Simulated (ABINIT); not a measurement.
Crystal: AlN.

```
CELL_PARAMETERS angstrom
3.11300 0.00000 0.00000
-1.55650 2.69594 0.00000
0.00000 0.00000 4.98100
ATOMIC_POSITIONS crystal
Al 0.33333 0.66667 0.00000
Al 0.66667 0.33333 0.50000
N 0.33333 0.66667 0.38000
N 0.66667 0.33333 0.88000
```

| Item | Value |
| --- | --- |
| Program | ABINIT 10.8.3 (patched build) |
| Task | relaxation of cell and atoms |
| Functional | PBE |
| Potentials or basis | PseudoDojo NC SR PBE v0.4.1 standard |
| Cutoff | 1143 eV |
| k mesh | 10 × 10 × 6 |
| Occupations | fermi-dirac, width 0.05 eV |
| Spin | no spin polarisation |

At the start: pressure 3.4 GPa; volume 10.45 Å³/atom.

Where does the relaxation end?

Over 8 steps the energy falls by 2.1 meV/atom and the volume is 10.63 Å³/atom (+1.7 %); space group P6_3mc (No. 186, to 0.05 Å).

Step by step:
```tsv
step	energy change (eV)	largest force (eV/Å)	pressure (GPa)	volume (Å³)
1	0.0000	0.1305	3.37	41.80
2	-0.0071	0.0676	1.28	42.24
3	-0.0085	0.0225	0.00	42.51
4	-0.0085	0.0157	-0.03	42.52
5	-0.0085	0.0011	-0.03	42.52
6	-0.0085	0.0020	-0.01	42.51
7	-0.0086	0.0016	0.01	42.51
8	-0.0086	0.0004	0.00	42.51
```

Final structure:
```
Al N
1.0
     3.12848    0.00000    0.00000
    -1.56424    2.70934    0.00000
     0.00000    0.00000    5.01505
Al N
2 2
Cartesian
  0.0000 1.8062 -0.0039
  1.5642 0.9031 2.5037
  0.0000 1.8062 1.9096
  1.5642 0.9031 4.4171
```
